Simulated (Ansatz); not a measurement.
**Li2BrF (ordered alloy on rocksalt lattice): the dielectric function from several functionals**

How does Li2BrF (ordered alloy on rocksalt lattice) absorb light if electrons and holes don't interact? Plan: HSE06 for the gap; optics with PBE on 6×6×6; optics with r2SCAN on 6×6×6; optics with PBE and scissors to the HSE06 gap on 6×6×6; optics with PBE with spin-orbit coupling on 6×6×6.

Program: Ansatz 0.2.0. Level of theory: plane waves, PAW; no local fields, no excitons. These are calculated values, not measurements.

### Step 1. The system as given

The structure is trigonal, space group R-3m (No. 166). Conventional cell: a = 3.471 Å, b = 3.471 Å, c = 16.405 Å, α = 90.00°, β = 90.00°, γ = 120.00°. F (site symmetry -3m) is surrounded by 6 Li at 2.28 Å. Br (site symmetry -3m) has 6 Li at 2.59 Å as nearest neighbours. Li (site symmetry 3m) has 3 F at 2.28 Å and 3 Br at 2.59 Å as nearest neighbours.

Coordinates:

```xyz
4
Lattice="1.7354 1.0019 5.4685 -1.7354 1.0019 5.4685 0.0000 -2.0038 5.4685" Properties=species:S:1:pos:R:3 pbc="T T T"
F     1.7354    1.0019    5.4685
Br    0.0000    0.0000    8.2027
Li    0.0000    0.0000    4.3806
Li    0.0000    0.0000   12.0248
```

The cell was relaxed beforehand with r2SCAN; those runs aren't shown.

### Step 2. A hybrid for the gap

input.yaml

```yaml
crystal:
  lattice:
    - [1.7353772108, 1.0019204998, 5.4684601349]
    - [-1.7353772108, 1.0019204998, 5.4684601349]
    - [0.0, -2.0038409996, 5.4684601349]
  atoms:
    - { symbol: F, position: [1.0, 0.0, 0.0] }
    - { symbol: Br, position: [0.5, 0.5, 0.5] }
    - { symbol: Li, position: [0.2670198432, 0.2670198432, 0.2670198432] }
    - { symbol: Li, position: [0.7329801568, 0.7329801568, 0.7329801568] }
kpoints:
  mp_grid: { grid: [6, 6, 6] }
  band_path:
    path:
      - [0.0, 0.0, 0.0]
      - [0.5, 0.5, 0.5]
      - [0.810954102, 0.189045898, 0.5]
      - [0.5, -0.189045898, 0.189045898]
      - [0.5, 0.0, 0.0]
      - [0.344522949, -0.344522949, 0.0]
      - [0.655477051, 0.0, 0.344522949]
      - [0.5, 0.0, 0.5]
    npoints: 1
hamiltonian:
  xc: hse06
scf:
  occupations: { method: fixed }
  n_extra_bands: 5
output:
  forces: true
  stress: true
  eigenvalues: true
```

On the command line:

```bash
> ansatz run input.yaml --threads 4 --pin off --max-ram 3686MiB --backend cpu --events-out ev --progress --plain --runs-dir out
```

Further steps of the session: Optics, PBE; Optics, r2SCAN; Optics, PBE with a scissors shift; Optics, PBE with spin-orbit coupling.

Q: Predict the results of all the runs planned. Wanted: ε∞, PBE; ε∞, r2SCAN; ε∞, PBE with spin-orbit coupling; tallest peak of ε₂, PBE; tallest peak of ε₂, r2SCAN; tallest peak of ε₂, PBE with spin-orbit coupling; HSE06 direct gap.

As calculated:

```
                                        quantity                     value
                                         ε∞, PBE  3.23 (xx, yy), 3.23 (zz)
                                      ε∞, r2SCAN  2.95 (xx, yy), 2.96 (zz)
                      ε∞, PBE + 1.24 eV scissors  2.98 (xx, yy), 2.97 (zz)
                ε∞, PBE with spin-orbit coupling  3.17 (xx, yy), 3.16 (zz)
                         tallest peak of ε₂, PBE            7.5 at 8.05 eV
                      tallest peak of ε₂, r2SCAN           6.9 at 11.45 eV
      tallest peak of ε₂, PBE + 1.24 eV scissors            7.5 at 9.30 eV
tallest peak of ε₂, PBE with spin-orbit coupling            7.5 at 8.05 eV
                                HSE06 direct gap                   4.68 eV
```

In words: From PBE with spin-orbit coupling to PBE + 1.24 eV scissors the direct gap grows from 3.24 to 4.68 eV, and ε∞ goes from 3.16 to 2.98 (mean of the axes). Spin-orbit coupling moves the direct gap by -0.19 eV; ε∞ doesn't compare between these two runs, as the bands summed differ. The response is anisotropic: with PBE ε∞ is 3.23 (xx, yy), 3.23 (zz). Local fields and excitons are left out: both change ε∞, and without excitons the onset lacks its lines.
